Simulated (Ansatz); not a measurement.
# InH3: the cost of one run

Method: DFT PBE, scalar-relativistic, plane waves, PAW, in Ansatz 0.2.0.

## (1) The starting structure

Symmetry: P6/mmm, No. 191, hexagonal system. The conventional cell has a = 3.514 Å, b = 3.514 Å, c = 5.430 Å, α = 90.00°, β = 90.00°, γ = 120.00°. In (site symmetry 6/mmm) has 12 H at 3.23 Å and 6 In at 3.51 Å as nearest neighbours. Around H (site symmetry mmm) lie 4 H at 1.76 Å.

Structure file:

```cif
data_structure
_symmetry_space_group_name_H-M 'P6/mmm'
_symmetry_Int_Tables_number 191
_cell_length_a 3.5144
_cell_length_b 3.5144
_cell_length_c 5.4296
_cell_angle_alpha 90.000
_cell_angle_beta 90.000
_cell_angle_gamma 120.000
_cell_volume 58.08
loop_
_atom_site_label
_atom_site_type_symbol
_atom_site_symmetry_multiplicity
_atom_site_Wyckoff_symbol
_atom_site_fract_x
_atom_site_fract_y
_atom_site_fract_z
_atom_site_occupancy
In1 In 1 a 0.00000 0.00000 0.00000 1
H1 H 3 g 0.50000 0.00000 0.50000 1
```

Recipe of the guess: random cell by space group and Wyckoff sites (P6/mmm, No. 191). Lengths come from tabulated atomic sizes and are only a guess.

## (2) A first look at the guess

The input, input.yaml:

```yaml
crystal:
  lattice:
    - [3.51438071, 0.0, 0.0]
    - [-1.75719036, 3.04354298, 0.0]
    - [0.0, 0.0, 5.42964602]
  atoms:
    - { symbol: In, position: [0.0, 0.0, 0.0] }
    - { symbol: H, position: [0.5, 0.0, 0.5] }
    - { symbol: H, position: [0.0, 0.5, 0.5] }
    - { symbol: H, position: [0.5, 0.5, 0.5] }
basis:
  ecutwfc: 420
kpoints:
  mp_grid: { grid: [6, 6, 4] }
hamiltonian:
  xc: pbe
scf:
  occupations: { method: gaussian, width: 0.1 }
  lower_state_search: "off"
output:
  forces: true
  stress: true
  eigenvalues: true
```

The run is started by

```bash
> ansatz run input.yaml --threads 1 --pin off --max-ram 2048MiB --backend cpu --events-out ev --progress --plain --runs-dir out
```

Q: Estimate wall time and peak memory on 1 thread of Arm Neoverse N1, shared host.

About 1.9 s, with a peak of 0.33 GiB.
